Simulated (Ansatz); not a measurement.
# H6N2OSi: the cost of one run

All numbers below are computed with Ansatz 0.2.0 (UKS PBE-D4/def2-SVP).

## Step 1: The starting structure

Bond lengths: Si1–O3 1.552 Å, Si1–N5 1.699 Å, Si1–N6 1.699 Å, N5–H7 1.004 Å, N5–H8 1.004 Å, N6–H9 1.003 Å, N6–H10 1.003 Å. Angles: O3–Si1–N5 123.7°, O3–Si1–N6 123.5°, N5–Si1–N6 107.8°, Si1–N5–H7 123.7°, Si1–N5–H8 120.4°, H7–N5–H8 112.5°, Si1–N6–H9 120.6°, Si1–N6–H10 123.7°, H9–N6–H10 112.6°.

Coordinates:

```xyz
10

Si   -0.1298    0.2346   -0.2475
H     0.5825   -0.9108   -1.5547
O    -0.4690    0.8807   -1.6175
H     0.1546   -0.1641   -2.0338
N     1.1072    0.7888    0.7761
N    -1.2701   -0.5807    0.7121
H     1.3249    0.3723    1.6628
H     1.8703    1.3260    0.4061
H    -2.1207   -0.9286    0.3094
H    -1.0499   -1.0182    1.5870
```

## Step 2: Pulling towards end A

Springs on the bonds that form and break draw the guess towards this end; the thresholds are loose.

Input file input.yaml:

```yaml
crystal:
  periodic: [false, false, false]
  atoms:
    - { symbol: Si, position_ang: [-0.1298, 0.2346, -0.2475] }
    - { symbol: H, position_ang: [0.5825, -0.9108, -1.5547] }
    - { symbol: O, position_ang: [-0.469, 0.8807, -1.6175] }
    - { symbol: H, position_ang: [0.1546, -0.1641, -2.0338] }
    - { symbol: "N", position_ang: [1.1072, 0.7888, 0.7761] }
    - { symbol: "N", position_ang: [-1.2701, -0.5807, 0.7121] }
    - { symbol: H, position_ang: [1.3249, 0.3723, 1.6628] }
    - { symbol: H, position_ang: [1.8703, 1.326, 0.4061] }
    - { symbol: H, position_ang: [-2.1207, -0.9286, 0.3094] }
    - { symbol: H, position_ang: [-1.0499, -1.0182, 1.587] }
magnetization:
  spin_polarized: true
basis:
  gaussian: { orbitals: def2-SVP }
hamiltonian:
  xc: pbe
  dispersion: d4
relax:
  f_tol: 0.15
  max_steps: 25
  restrain:
    - { distance: [3, 1], at: 1.92, k: 30.0 }
    - { distance: [0, 1], at: 1.42, k: 30.0 }
    - { distance: [3, 2], at: 0.97, k: 30.0 }
```

Run with:

```
> ansatz run input.yaml --threads 2 --pin off --max-ram 3072MiB --backend cpu --events-out ev --progress --plain --runs-dir out
```

**Question.** How long does this run take on 2 threads of Intel Xeon Platinum 8488C (Sapphire Rapids), shared host, and how much memory does it need?

About 12 s, with a peak of 0.17 GiB.
